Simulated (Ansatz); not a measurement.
**FHOSn: one molecule under many settings**

Aim: run FHOSn under a spread of inputs, and see what each costs and gives.

The runs use Ansatz 0.2.0, Gaussian basis; the settings change from run to run.

**1. The geometry**

An earlier PBE0-D4 in a triple-zeta def2 set relaxation fixed the geometry. Sn takes a core potential in def2 sets; no spin-orbit term is included.

SMILES `[OH][Sn][F]`, 4 atoms, charge 0, spin multiplicity 1.

Atoms are counted from 1 here; the program's logs count them from 0.

Bond lengths: O1–Sn2 1.969 Å, O1–H4 0.961 Å, Sn2–F3 1.934 Å. Angles: Sn2–O1–H4 116.2°, O1–Sn2–F3 93.3°.

**2. RPBE/def2-mTZVPP**

The input, in.yaml:

```yaml
crystal:
  periodic: [false, false, false]
  atoms:
    - {symbol: O, position_ang: [-0.384643, 0.729550, -0.429696]}
    - {symbol: Sn, position_ang: [-0.047055, -1.058613, 0.323495]}
    - {symbol: F, position_ang: [1.729281, -0.591525, 0.929247]}
    - {symbol: H, position_ang: [-1.242083, 0.860290, -0.843247]}
basis:
  gaussian: {orbitals: def2-mTZVPP}
hamiltonian: {xc: {name: RPBE}}
output: {forces: true}
```

Started as:

```sh
$ ansatz run in.yaml --threads 4 --pin off --events-out ev --progress --plain --max-ram 10444MiB
```

The log of the run:

```text
Functional definition: RPBE
  name "RPBE"
  cite "Hammer, Hansen & Nørskov, Phys. Rev. B 59, 7413 (1999) doi:10.1103/PhysRevB.59.7413"
  cite "Perdew, Burke & Ernzerhof, Phys. Rev. Lett. 77, 3865 (1996) doi:10.1103/PhysRevLett.77.3865"
  parameter kappa = 0.804
  parameter beta = 0.06672455060314922
  exchange = rpbe_x(kappa = kappa, mu = beta*pi^2/3)
  correlation = pbe_c(beta = beta)
738 factors; their error is unknown
mean field evaluation 1: about -10606.3685 eV, gradient 7.9e1 eV
mean field evaluation 2: about -10466.6338 eV, gradient 2.2e2 eV
mean field evaluation 4: about -10612.8179 eV, gradient 4.8e1 eV
mean field evaluation 8: about -10616.8497 eV, gradient 1.6e-1 eV
mean field evaluation 16: about -10616.8496 eV, gradient 1.1e-4 eV
mean field -10616.84961658 eV, -390.1620270501 hartree, gradient 2.2e-5 eV, S^2 0.000000; 0 other end points of the search recorded, 0 dependent functions left out
the calculation of the forces begins
reference -10616.84965519 eV, -390.1620284692 hartree; 20, 20 occupied and 69, 69 virtual orbitals, 738 factors
Total energy: -10616.84965519 eV, -390.1620284692 hartree
Atom 0 at    -0.384643     0.729550    -0.429696 Å, force     0.363188     1.038743    -0.196806 eV/Å
Atom 1 at    -0.047055    -1.058613     0.323495 Å, force    -0.968885    -1.426285     0.067852 eV/Å
Atom 2 at     1.729281    -0.591525     0.929247 Å, force     1.180909     0.306606     0.404049 eV/Å
Atom 3 at    -1.242083     0.860290    -0.843247 Å, force    -0.575213     0.080935    -0.275095 eV/Å
Dipole moment:    -0.673896    -0.368236    -0.164881 e Å
```

Wall time 0.5 s (4 threads of Arm Neoverse V2, shared host).

Largest force 1.726 eV/Å, dipole 3.77 D.

**3. r2SCAN50/x2c-TZVPPall**

This run has atoms shaken by 0.03 Å.

The input, in.yaml:

```yaml
crystal:
  periodic: [false, false, false]
  atoms:
    - {symbol: O, position_ang: [-0.424345, 0.754176, -0.412196]}
    - {symbol: Sn, position_ang: [-0.006193, -1.034997, 0.300409]}
    - {symbol: F, position_ang: [1.774609, -0.547395, 0.954324]}
    - {symbol: H, position_ang: [-1.208248, 0.805230, -0.799169]}
basis:
  gaussian: {orbitals: x2c-TZVPPall}
hamiltonian: {xc: {name: r2SCAN50}}
output: {forces: true}
```

Launched as before.

The log of the run:

```text
Functional definition: r2SCAN50
  name "r2SCAN50"
  cite "Bursch, Neugebauer, Ehlert & Grimme, J. Chem. Phys. 156, 134105 (2022) doi:10.1063/5.0086040"
  cite "Furness, Kaplan, Ning, Perdew & Sun, J. Phys. Chem. Lett. 11, 8208 (2020) doi:10.1021/acs.jpclett.0c02405"
  cite "Furness, Kaplan, Ning, Perdew & Sun, J. Phys. Chem. Lett. 11, 9248 (2020) doi:10.1021/acs.jpclett.0c03077"
  parent r2scan
  parameter a = 0.5
  parameter k0 = 0.174
  parameter k1 = 0.065
  parameter a1 = 4.9479
  exchange = (1 - a)*r2scan_x(k0 = k0, k1 = k1, a1 = a1) + a*exact_x
  correlation = r2scan_c
1139 factors; their error is unknown
mean field evaluation 1: about -172851.0670 eV, gradient 6.3e1 eV
mean field evaluation 2: about -172838.3749 eV, gradient 1.0e2 eV
mean field evaluation 4: about -172857.7785 eV, gradient 6.5e0 eV
mean field evaluation 8: about -172858.7387 eV, gradient 7.6e-1 eV
mean field evaluation 16: about -172858.7388 eV, gradient 4.0e-5 eV
mean field -172858.73882256 eV, -6352.4414838675 hartree, gradient 7.8e-6 eV, S^2 0.000000; 0 other end points of the search recorded, 0 dependent functions left out
the calculation of the forces begins
reference -172858.73882705 eV, -6352.4414840328 hartree; 34, 34 occupied and 102, 102 virtual orbitals, 1139 factors
Total energy: -172858.73882705 eV, -6352.4414840328 hartree
Relativity: scalar
Atom 0 at    -0.424345     0.754176    -0.412196 Å, force     4.863990    -0.973754     2.574992 eV/Å
Atom 1 at    -0.006193    -1.034997     0.300409 Å, force     0.848740     0.672875     0.181429 eV/Å
Atom 2 at     1.774609    -0.547395     0.954324 Å, force    -0.973064    -0.180871    -0.377961 eV/Å
Atom 3 at    -1.208248     0.805230    -0.799169 Å, force    -4.739666     0.481750    -2.378460 eV/Å
Dipole moment:    -0.744077    -0.492474    -0.194771 e Å
```

Wall time 2.3 s (4 threads of Arm Neoverse V2, shared host); peak memory 0.34 GiB.

Largest force 5.589 eV/Å, dipole 4.39 D.

**4. B2PLYP/def2-SVP**

This run has a grid of angular degree 11.

The input, in.yaml:

```yaml
crystal:
  periodic: [false, false, false]
  atoms:
    - {symbol: O, position_ang: [-0.384643, 0.729550, -0.429696]}
    - {symbol: Sn, position_ang: [-0.047055, -1.058613, 0.323495]}
    - {symbol: F, position_ang: [1.729281, -0.591525, 0.929247]}
    - {symbol: H, position_ang: [-1.242083, 0.860290, -0.843247]}
basis:
  gaussian: {orbitals: def2-SVP, final_grid: {core_spheres: 5, valence_spheres: 4, degree: 11}}
hamiltonian: {xc: {name: B2PLYP}}
```

Launched as before.

The log of the run:

```text
Functional definition: B2PLYP
  name "B2PLYP"
  cite "Grimme, J. Chem. Phys. 124, 034108 (2006) doi:10.1063/1.2148954"
  cite "Becke, Phys. Rev. A 38, 3098 (1988) doi:10.1103/PhysRevA.38.3098"
  cite "Lee, Yang & Parr, Phys. Rev. B 37, 785 (1988) doi:10.1103/PhysRevB.37.785"
  parameter a = 0.53
  parameter c = 0.27
  exchange = (1 - a)*b88_x + a*exact_x
  correlation = (1 - c)*lyp_c + c*(mp2_os + mp2_ss)
649 factors; integrals over basis functions are off by at most 7.0e-4 eV
mean field evaluation 1: about -10587.4799 eV, gradient 5.8e1 eV
mean field evaluation 2: about -10587.6124 eV, gradient 5.8e1 eV
mean field evaluation 4: about -10593.6385 eV, gradient 8.9e0 eV
mean field evaluation 8: about -10593.8220 eV, gradient 5.1e-1 eV
mean field evaluation 16: about -10593.8230 eV, gradient 5.6e-5 eV
mean field -10593.82301267 eV, -389.3158149646 hartree, gradient 2.3e-6 eV, S^2 0.000000; 0 other end points of the search recorded, 0 dependent functions left out
6 core orbitals not correlated: weight in the atoms' cores, before any rotation towards them, 1.000 or more for the frozen orbitals, at most 0.000 for the correlated occupied ones
reference -10593.82315549 eV, -389.3158202129 hartree; 14, 14 occupied and 39, 39 virtual orbitals, 649 factors
second order -15.84351217 eV of doubles, -0.00000000 eV of singles
Total energy: -10598.10090377 eV, -389.4730245628 hartree
```

Wall time 0.35 s (4 threads of Arm Neoverse V2, shared host).

**5. wB97/def2-mTZVPP**

Edit in.yaml of step 4 so:

```diff
@@ -8,3 +8,4 @@
 basis:
-  gaussian: {orbitals: def2-SVP, final_grid: {core_spheres: 5, valence_spheres: 4, degree: 11}}
-hamiltonian: {xc: {name: B2PLYP}}
+  gaussian: {orbitals: def2-mTZVPP}
+hamiltonian: {xc: {name: wB97}}
+output: {forces: true}
```

Same command.

The log of the run:

```text
Functional definition: wB97
  name "wB97"
  cite "Chai & Head-Gordon, J. Chem. Phys. 128, 084106 (2008) doi:10.1063/1.2834918"
  cite "Becke, J. Chem. Phys. 107, 8554 (1997) doi:10.1063/1.475007"
  parameter omega = 0.4/bohr
  parameter cx1 = 1.13116
  parameter cx2 = -2.74915
  parameter cx3 = 12.0900
  parameter cx4 = -5.71642
  parameter css1 = -2.55352
  parameter css2 = 11.8926
  parameter css3 = -26.9452
  parameter css4 = 17.0927
  parameter cos1 = 3.99051
  parameter cos2 = -17.0066
  parameter cos3 = 1.07292
  parameter cos4 = 8.88211
  # The coefficients of nought are those of the uniform gas.
  exchange = spin_sum(e_x_unif_sr(omega)*poly(b97_u_x, 1, cx1, cx2, cx3, cx4)) + exact_x_lr(omega)
  correlation = spin_sum(e_c_pw_same_spin*poly(b97_u_same, 1, css1, css2, css3, css4))
      + integral(e_c_pw_opposite_spin*poly(b97_u_opposite, 1, cos1, cos2, cos3, cos4))
738 factors; their error is unknown
285 factors; integrals over basis functions are off by at most 2.1e-5 eV
mean field evaluation 1: about -10608.6679 eV, gradient 6.6e1 eV
mean field evaluation 2: about -10600.6148 eV, gradient 9.8e1 eV
mean field evaluation 4: about -10615.9011 eV, gradient 2.9e0 eV
mean field evaluation 8: about -10615.9090 eV, gradient 5.9e-2 eV
mean field evaluation 16: about -10615.9042 eV, gradient 7.8e-5 eV
mean field -10615.90420260 eV, -390.1272837272 hartree, gradient 7.8e-5 eV, S^2 0.000000; 0 other end points of the search recorded, 0 dependent functions left out
the calculation of the forces begins
reference -10615.90419323 eV, -390.1272833828 hartree; 20, 20 occupied and 69, 69 virtual orbitals, 738 factors
Total energy: -10615.90419323 eV, -390.1272833828 hartree
Atom 0 at    -0.384643     0.729550    -0.429696 Å, force    -0.019687     0.280951    -0.104020 eV/Å
Atom 1 at    -0.047055    -1.058613     0.323495 Å, force    -0.418958    -0.480414    -0.017008 eV/Å
Atom 2 at     1.729281    -0.591525     0.929247 Å, force     0.482552     0.147792     0.157463 eV/Å
Atom 3 at    -1.242083     0.860290    -0.843247 Å, force    -0.043907     0.051671    -0.036435 eV/Å
Dipole moment:    -0.717700    -0.430177    -0.162678 e Å
```

Wall time 1.4 s (4 threads of Arm Neoverse V2, shared host).

Largest force 0.638 eV/Å, dipole 4.09 D.

**6. CAM-B3LYP/def2-TZVPD**

This run has D4 dispersion.

Edit in.yaml of step 5 so:

```diff
@@ -8,4 +8,4 @@
 basis:
-  gaussian: {orbitals: def2-mTZVPP}
-hamiltonian: {xc: {name: wB97}}
+  gaussian: {orbitals: def2-TZVPD}
+hamiltonian: {xc: {name: CAM-B3LYP}, dispersion: d4}
 output: {forces: true}
```

Launched as before.

The log of the run:

```text
Functional definition: CAM-B3LYP
  name "CAM-B3LYP"
  cite "Yanai, Tew & Handy, Chem. Phys. Lett. 393, 51 (2004) doi:10.1016/j.cplett.2004.06.011"
  cite "Iikura, Tsuneda, Yanai & Hirao, J. Chem. Phys. 115, 3540 (2001) doi:10.1063/1.1383587"
  cite "Becke, Phys. Rev. A 38, 3098 (1988) doi:10.1103/PhysRevA.38.3098"
  cite "Lee, Yang & Parr, Phys. Rev. B 37, 785 (1988) doi:10.1103/PhysRevB.37.785"
  cite "Vosko, Wilk & Nusair, Can. J. Phys. 58, 1200 (1980) doi:10.1139/p80-159"
  parameter alpha = 0.19
  parameter beta = 0.46
  parameter omega = 0.33/bohr
  parameter ac = 0.81
  # Exact exchange under (alpha + beta erf(omega r))/r, Becke's under what is left of 1/r.
  exchange = (1 - alpha - beta)*b88_x + beta*b88_x_sr(omega) + alpha*exact_x + beta*exact_x_lr(omega)
  correlation = (1 - ac)*vwn5_c + ac*lyp_c
896 factors; their error is unknown
276 factors; integrals over basis functions are off by at most 3.2e-5 eV
mean field evaluation 1: about -10605.5578 eV, gradient 7.3e1 eV
mean field evaluation 2: about -10573.6675 eV, gradient 1.5e2 eV
mean field evaluation 4: about -10614.0495 eV, gradient 1.2e1 eV
mean field evaluation 8: about -10614.3279 eV, gradient 2.6e-1 eV
mean field evaluation 16: about -10614.3280 eV, gradient 2.3e-5 eV
mean field -10614.32802274 eV, -390.0693601856 hartree, gradient 2.4e-5 eV, S^2 0.000000; 0 other end points of the search recorded, 0 dependent functions left out
the calculation of the forces begins
reference -10614.32813822 eV, -390.0693644296 hartree; 20, 20 occupied and 125, 125 virtual orbitals, 896 factors
Total energy: -10614.38034828 eV, -390.0712831138 hartree
Atom 0 at    -0.384643     0.729550    -0.429696 Å, force     0.032682    -0.060186     0.034493 eV/Å
Atom 1 at    -0.047055    -1.058613     0.323495 Å, force    -0.039645    -0.038675    -0.003921 eV/Å
Atom 2 at     1.729281    -0.591525     0.929247 Å, force     0.063431     0.026094     0.018443 eV/Å
Atom 3 at    -1.242083     0.860290    -0.843247 Å, force    -0.056467     0.072767    -0.049015 eV/Å
Dipole moment:    -0.744143    -0.460269    -0.163829 e Å
```

Wall time 1.4 s (4 threads of Arm Neoverse V2, shared host); peak memory 0.3 GiB.

Largest force 0.104 eV/Å, dipole 4.28 D.

**7. BLYP/x2c-TZVPPall**

Edit in.yaml of step 6 so:

```diff
@@ -8,4 +8,4 @@
 basis:
-  gaussian: {orbitals: def2-TZVPD}
-hamiltonian: {xc: {name: CAM-B3LYP}, dispersion: d4}
+  gaussian: {orbitals: x2c-TZVPPall}
+hamiltonian: {xc: {name: BLYP}}
 output: {forces: true}
```

The command is unchanged.

The log of the run:

```text
Functional definition: BLYP
  name "BLYP"
  cite "Becke, Phys. Rev. A 38, 3098 (1988) doi:10.1103/PhysRevA.38.3098"
  cite "Lee, Yang & Parr, Phys. Rev. B 37, 785 (1988) doi:10.1103/PhysRevB.37.785"
  parameter beta = 0.0042
  parameter a = 0.04918
  parameter b = 0.132
  parameter c = 0.2533
  parameter d = 0.349
  exchange = b88_x(beta = beta)
  correlation = lyp_c(a = a, b = b, c = c, d = d)
934 factors; their error is unknown
mean field evaluation 1: about -172856.8291 eV, gradient 8.5e1 eV
mean field evaluation 2: about -172704.2223 eV, gradient 2.4e2 eV
mean field evaluation 4: about -172865.6737 eV, gradient 4.4e1 eV
mean field evaluation 8: about -172868.7390 eV, gradient 2.8e-1 eV
mean field evaluation 16: about -172868.7308 eV, gradient 3.5e-4 eV
mean field -172868.73075914 eV, -6352.8086807643 hartree, gradient 1.6e-5 eV, S^2 0.000000; 0 other end points of the search recorded, 0 dependent functions left out
the calculation of the forces begins
reference -172868.73100455 eV, -6352.8086897827 hartree; 34, 34 occupied and 102, 102 virtual orbitals, 934 factors
Total energy: -172868.73100455 eV, -6352.8086897827 hartree
Relativity: scalar
Atom 0 at    -0.384643     0.729550    -0.429696 Å, force     0.310756     0.774912    -0.129688 eV/Å
Atom 1 at    -0.047055    -1.058613     0.323495 Å, force    -0.704282    -1.107927     0.073511 eV/Å
Atom 2 at     1.729281    -0.591525     0.929247 Å, force     0.883697     0.231348     0.301713 eV/Å
Atom 3 at    -1.242083     0.860290    -0.843247 Å, force    -0.490171     0.101667    -0.245536 eV/Å
Dipole moment:    -0.699613    -0.389577    -0.168695 e Å
```

Run time: 1 s. Hardware: 4 threads of Arm Neoverse V2, shared host.

Largest force 1.315 eV/Å, dipole 3.93 D.

**8. revPBE/def2-SVPD**

This run has charge +1, multiplicity 2, restricted open-shell orbitals, atoms shaken by 0.08 Å, a point charge of 0.50 e beside it.

The input, in.yaml:

```yaml
crystal:
  periodic: [false, false, false]
  atoms:
    - {symbol: O, position_ang: [-0.399293, 0.808930, -0.178584]}
    - {symbol: Sn, position_ang: [-0.107232, -1.098473, 0.284193]}
    - {symbol: F, position_ang: [1.781702, -0.722865, 0.916692]}
    - {symbol: H, position_ang: [-1.273152, 0.825601, -0.773977]}
basis:
  gaussian: {orbitals: def2-SVPD, point_charges: [{charge: 0.50, position_ang: [5.158, -0.443, -0.316]}]}
total_charge: 1
magnetization: {spin_polarized: false, initial_magnetization: 1}
hamiltonian: {xc: {name: revPBE}}
```

The command is unchanged.

The log of the run:

```text
Functional definition: revPBE
  name "revPBE"
  cite "Zhang & Yang, Phys. Rev. Lett. 80, 890 (1998) doi:10.1103/PhysRevLett.80.890"
  cite "Perdew, Burke & Ernzerhof, Phys. Rev. Lett. 77, 3865 (1996) doi:10.1103/PhysRevLett.77.3865"
  parameter kappa = 1.245
  parameter beta = 0.06672455060314922
  exchange = pbe_x(kappa = kappa, mu = beta*pi^2/3)
  correlation = pbe_c(beta = beta)
787 factors; their error is unknown
mean field evaluation 1: about -10565.3326 eV, gradient 1.3e2 eV
mean field evaluation 2: about -10112.1279 eV, gradient 3.2e2 eV
mean field evaluation 4: about -10540.5848 eV, gradient 1.6e2 eV
mean field evaluation 8: about -10598.4840 eV, gradient 3.5e0 eV
mean field evaluation 16: about -10598.4983 eV, gradient 2.4e-4 eV
mean field evaluation 32: about -10598.1830 eV, gradient 6.4e0 eV
mean field evaluation 64: about -10555.8508 eV, gradient 1.9e1 eV
mean field -10598.49832052 eV, -389.4876293590 hartree, gradient 3.3e-5 eV, S^2 0.750000; 5 other end points of the search recorded, 0 dependent functions left out
reference -10598.49837271 eV, -389.4876312770 hartree; 20, 19 occupied and 66, 67 virtual orbitals, 787 factors
Total energy: -10598.49837271 eV, -389.4876312770 hartree
```

Run time: 1.6 s. Hardware: 4 threads of Arm Neoverse V2, shared host.

**9. CAM-B3LYP/def2-SVP**

The input, in.yaml:

```yaml
crystal:
  periodic: [false, false, false]
  atoms:
    - {symbol: O, position_ang: [-0.384643, 0.729550, -0.429696]}
    - {symbol: Sn, position_ang: [-0.047055, -1.058613, 0.323495]}
    - {symbol: F, position_ang: [1.729281, -0.591525, 0.929247]}
    - {symbol: H, position_ang: [-1.242083, 0.860290, -0.843247]}
basis:
  gaussian: {orbitals: def2-SVP}
hamiltonian: {xc: {name: CAM-B3LYP}}
output: {forces: true}
```

The command is unchanged.

The log of the run:

```text
Functional definition: CAM-B3LYP
  name "CAM-B3LYP"
  cite "Yanai, Tew & Handy, Chem. Phys. Lett. 393, 51 (2004) doi:10.1016/j.cplett.2004.06.011"
  cite "Iikura, Tsuneda, Yanai & Hirao, J. Chem. Phys. 115, 3540 (2001) doi:10.1063/1.1383587"
  cite "Becke, Phys. Rev. A 38, 3098 (1988) doi:10.1103/PhysRevA.38.3098"
  cite "Lee, Yang & Parr, Phys. Rev. B 37, 785 (1988) doi:10.1103/PhysRevB.37.785"
  cite "Vosko, Wilk & Nusair, Can. J. Phys. 58, 1200 (1980) doi:10.1139/p80-159"
  parameter alpha = 0.19
  parameter beta = 0.46
  parameter omega = 0.33/bohr
  parameter ac = 0.81
  # Exact exchange under (alpha + beta erf(omega r))/r, Becke's under what is left of 1/r.
  exchange = (1 - alpha - beta)*b88_x + beta*b88_x_sr(omega) + alpha*exact_x + beta*exact_x_lr(omega)
  correlation = (1 - ac)*vwn5_c + ac*lyp_c
649 factors; integrals over basis functions are off by at most 7.0e-4 eV
164 factors; integrals over basis functions are off by at most 4.2e-6 eV
mean field evaluation 1: about -10599.9307 eV, gradient 6.4e1 eV
mean field evaluation 2: about -10577.1953 eV, gradient 1.2e2 eV
mean field evaluation 4: about -10607.2714 eV, gradient 9.2e0 eV
mean field evaluation 8: about -10607.4596 eV, gradient 2.0e-1 eV
mean field evaluation 16: about -10607.4598 eV, gradient 9.3e-5 eV
mean field -10607.45976512 eV, -389.8169563738 hartree, gradient 1.8e-5 eV, S^2 0.000000; 0 other end points of the search recorded, 0 dependent functions left out
the calculation of the forces begins
reference -10607.45985599 eV, -389.8169597132 hartree; 20, 20 occupied and 39, 39 virtual orbitals, 649 factors
Total energy: -10607.45985599 eV, -389.8169597132 hartree
Atom 0 at    -0.384643     0.729550    -0.429696 Å, force     0.157519     0.209650    -0.003496 eV/Å
Atom 1 at    -0.047055    -1.058613     0.323495 Å, force    -0.166076    -0.331582     0.041236 eV/Å
Atom 2 at     1.729281    -0.591525     0.929247 Å, force     0.239713     0.056053     0.084131 eV/Å
Atom 3 at    -1.242083     0.860290    -0.843247 Å, force    -0.231157     0.065879    -0.121872 eV/Å
Dipole moment:    -0.728250    -0.396768    -0.178577 e Å
```

Run time: 0.6 s. Hardware: 4 threads of Arm Neoverse V2, shared host.

Largest force 0.373 eV/Å, dipole 4.07 D.

**10. The runs in one table**

| level | charge | multiplicity | geometry | functions | energy (eV) | time |
| --- | --- | --- | --- | --- | --- | --- |
| RPBE/def2-mTZVPP | 0 | 1 | relaxed | 89 | -10616.850 | 0.5 s |
| r2SCAN50/x2c-TZVPPall | 0 | 1 | shaken | 136 | -172858.739 | 2.3 s |
| B2PLYP/def2-SVP | 0 | 1 | relaxed | 59 | -10598.101 | 0.35 s |
| wB97/def2-mTZVPP | 0 | 1 | relaxed | 89 | -10615.904 | 1.4 s |
| CAM-B3LYP/def2-TZVPD | 0 | 1 | relaxed | 145 | -10614.380 | 1.4 s |
| BLYP/x2c-TZVPPall | 0 | 1 | relaxed | 136 | -172868.731 | 1 s |
| revPBE/def2-SVPD | 1 | 2 | shaken, point charge | 86 | -10598.498 | 1.6 s |
| CAM-B3LYP/def2-SVP | 0 | 1 | relaxed | 59 | -10607.460 | 0.6 s |

**11. Summary of results**

| quantity | value |
| --- | --- |
| runs | 8 |
| quickest | B2PLYP/def2-SVP, 0.35 s |
| slowest | r2SCAN50/x2c-TZVPPall, 2.3 s |
| spread of total energies, same state and geometry | 162270.6 eV |
| dipole, same state and geometry | 3.77 to 4.28 D |

Run time spans a factor of 7, from B2PLYP/def2-SVP to r2SCAN50/x2c-TZVPPall. The jobs differ in tasks and options as well as level. The totals spread over 162271 eV; they can't be compared across methods or bases. Some of these runs are scalar-relativistic and others not, which shifts the totals of all-electron atoms past neon by eV; core potentials, where a basis has them, take the core out of the total altogether. At the PBE0-D4/def2-TZVP geometry and in the same state, runs without warnings or point charges leave forces up to 1.73 eV/Å (RPBE/def2-mTZVPP), against 5.6 eV/Å where the atoms were moved. At that geometry and state the dipole changes by 13 % between the lowest and highest value.
